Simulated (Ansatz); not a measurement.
# wB97X/STO-3G run of LiBr (SMILES [Li][Br])

Aim: the vertical ionisation energy of LiBr at wB97X/STO-3G, from 2 runs. 

The calculation is run with Ansatz 0.2.0.

44 further runs of the same task are left out: 4 that didn't finish, 40 set aside as unsound or not needed.

## (1) The system as given

The species is LiBr (2 atoms), meant as a singlet with charge 0. SMILES: `[Li][Br]`. Geometry: relaxed at PBE0-D4/def2-TZVP.

Bond lengths: Li1–Br2 2.172 Å.

## (2) The energy at wB97X/STO-3G

Contents of run.yaml:

```yaml
crystal:
  periodic: [false, false, false]
  atoms:
    - {symbol: Li, position_ang: [-0.910300, 0.277700, -0.476100]}
    - {symbol: Br, position_ang: [0.939700, -0.337900, 0.480100]}
basis:
  gaussian: {orbitals: STO-3G}
hamiltonian: {xc: {name: wB97X}}
accuracy: high
```

Launch:

```sh
$ ansatz run run.yaml --threads 1 --pin off --max-ram 2610MiB --events-out events.jsonl --progress --plain --runs-dir runs
```

Standard output:

```text
Warning: RAYON_NUM_THREADS=1 ignored (pool sized by the plan → 1); use --threads N
Functional definition: wB97X
  name "wB97X"
  parameter omega = 0.3/bohr
  parameter cx = 0.157706
  parameter cx1 = 0.726479
  parameter cx2 = 1.04760
  parameter cx3 = -5.70635
  parameter cx4 = 13.2794
  parameter css1 = -4.33879
  parameter css2 = 18.2308
  parameter css3 = -31.7430
  parameter css4 = 17.2901
  parameter cos1 = 2.37031
  parameter cos2 = -11.3995
  parameter cos3 = 6.58405
  parameter cos4 = -3.78132
  exchange = spin_sum(e_x_unif_sr(omega)*poly(b97_u_x, 1 - cx, cx1, cx2, cx3, cx4)) + cx*exact_x_sr(omega)
      + exact_x_lr(omega)
  correlation = spin_sum(e_c_pw_same_spin*poly(b97_u_same, 1, css1, css2, css3, css4))
      + integral(e_c_pw_opposite_spin*poly(b97_u_opposite, 1, cos1, cos2, cos3, cos4))
293 factors; integrals over basis functions are off by at most 6.7e-9 eV
117 factors; integrals over basis functions are off by at most 1.8e-9 eV
mean field evaluation 1: about -69484.7184 eV, gradient 1.0e1 eV
mean field evaluation 2: about -69485.7161 eV, gradient 2.6e0 eV
mean field evaluation 4: about -69485.7595 eV, gradient 3.9e-1 eV
mean field evaluation 8: about -69485.7954 eV, gradient 3.4e-2 eV
mean field evaluation 16: about -69485.7954 eV, gradient 4.2e-7 eV
mean field -69485.79539972 eV, -2553.5558817758 hartree, gradient 1.3e-8 eV, S^2 0.000000; 0 other end points of the search recorded, 0 dependent functions left out
reference -69485.79539710 eV, -2553.5558816798 hartree; 19, 19 occupied and 4, 4 virtual orbitals, 293 factors
Total energy: -69485.79539710 eV, -2553.5558816798 hartree
```

Run time: 5.7 s. Hardware: 1 thread of Arm Neoverse V2, shared host; peak memory 0.23 GiB.

## (3) The doublet cation, same level

Contents of molecule.yaml:

```yaml
crystal:
  periodic: [false, false, false]
  atoms:
    - {symbol: Li, position_ang: [-0.910300, 0.277700, -0.476100]}
    - {symbol: Br, position_ang: [0.939700, -0.337900, 0.480100]}
basis:
  gaussian: {orbitals: STO-3G}
total_charge: 1
magnetization: {spin_polarized: true, initial_magnetization: 1}
hamiltonian: {xc: {name: wB97X}}
accuracy: high
```

Launch:

```sh
$ ansatz run molecule.yaml --threads 1 --pin off --max-ram 2610MiB --events-out events.jsonl --progress --plain --runs-dir runs
```

Standard output (excerpt; [...] marks lines left out):

```text
Warning: RAYON_NUM_THREADS=1 ignored (pool sized by the plan → 1); use --threads N
[... 2 set-up lines as earlier in the session ...]
[...]
      + exact_x_lr(omega)
[...]
      + integral(e_c_pw_opposite_spin*poly(b97_u_opposite, 1, cos1, cos2, cos3, cos4))
293 factors; integrals over basis functions are off by at most 6.7e-9 eV
117 factors; integrals over basis functions are off by at most 1.8e-9 eV
[...]
mean field -69478.10916690 eV, -2553.2734179298 hartree, gradient 1.7e-8 eV, S^2 0.750611; 1 other end points of the search recorded, 0 dependent functions left out
reference -69478.10916404 eV, -2553.2734178245 hartree; 19, 18 occupied and 4, 5 virtual orbitals, 293 factors
Total energy: -69478.10916404 eV, -2553.2734178245 hartree
```

Wall time 14 s (1 thread of Arm Neoverse V2, shared host); peak memory 0.38 GiB.

## (4) Summary of results

Level: wB97X/STO-3G.

| quantity | value |
| --- | --- |
| singlet LiBr: total energy | -2553.55588 Eh |
| doublet cation: total energy | -2553.27342 Eh |
| doublet cation: ⟨S²⟩ | 0.751 |
| vertical ionisation energy (to the doublet cation) | 7.686 eV |

**Reading.** Removing an electron at fixed nuclei costs 7.69 eV (177 kcal/mol). In a minimal basis such a difference can be off by several eV, whatever the method.
